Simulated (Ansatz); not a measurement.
# Au: the cost of one run

Method: DFT r2SCAN, scalar-relativistic, plane waves, PAW, in Ansatz 0.2.0.

1 further run of the same task is left out (set aside as unsound or not needed).

**1. The starting structure**

Symmetry: Cmcm, No. 63, orthorhombic system. Conventional cell: a = 2.840 Å, b = 5.101 Å, c = 4.857 Å, α = 90.00°, β = 90.00°, γ = 90.00°. Au (site symmetry m2m) is surrounded by 12 Au at 2.84 to 2.95 Å.

Coordinates:

```
Au
1.0
     1.41993   -2.55070    0.00000
     1.41993    2.55070    0.00000
     0.00000    0.00000    4.85684
Au
2
Direct
  0.66415 0.33585 0.25000
  0.33585 0.66415 0.75000
```

It goes back to an entry of the Materials Project, which need not be the stable form.

It is the result of an earlier relaxation at this level (volume 17.59 Å³/atom; gap on the mesh: none (metal)).

**2. Bands, states and charges**

Input file input.yaml:

```yaml
crystal:
  lattice:
    - [1.4199310031, -2.5507036497, 0.0]
    - [1.4199310031, 2.5507036497, 0.0]
    - [0.0, 0.0, 4.8568390332]
  atoms:
    - { symbol: Au, position: [0.6641465052, 0.3358534948, 0.25] }
    - { symbol: Au, position: [0.3358534948, 0.6641465052, 0.75] }
basis:
  ecutwfc: 500
kpoints:
  mp_grid: { grid: [16, 16, 10] }
  band_path:
    path:
      - [[0.0, 0.0, 0.0], [-0.5, 0.5, 0.0], [-0.32747373, 0.67252627, 0.0]]
      - [[0.32747373, 0.32747373, 0.0], [0.0, 0.0, 0.0], [0.0, 0.0, 0.5], [0.32747373, 0.32747373, 0.5]]
      - [[-0.32747373, 0.67252627, 0.5], [-0.5, 0.5, 0.5], [-0.5, 0.5, 0.0]]
      - [[0.0, 0.0, 0.0], [0.0, 0.5, 0.0], [0.0, 0.5, 0.5], [0.0, 0.0, 0.5], [-0.5, 0.5, 0.5]]
    npoints: 14
hamiltonian:
  xc: r2scan
scf:
  occupations: { method: gaussian, width: 0.1 }
  n_extra_bands: 6
output:
  forces: true
  stress: true
  eigenvalues: true
  populations: true
  dos: { projected: true, de: 0.02, nscf_kmesh: { grid: [24, 24, 15] } }
  bader: true
  write_density: true
  write_potential: true
  elf: true
  volumetric_format: npy
```

On the command line:

```
$ ansatz run input.yaml --threads 1 --pin off --max-ram 2560MiB --backend cpu --events-out ev --progress --plain --runs-dir out
```

What time and memory should one allow on 1 thread of Intel Xeon at 2.70GHz, shared host?

About 2.1 min, with a peak of 1.1 GiB.
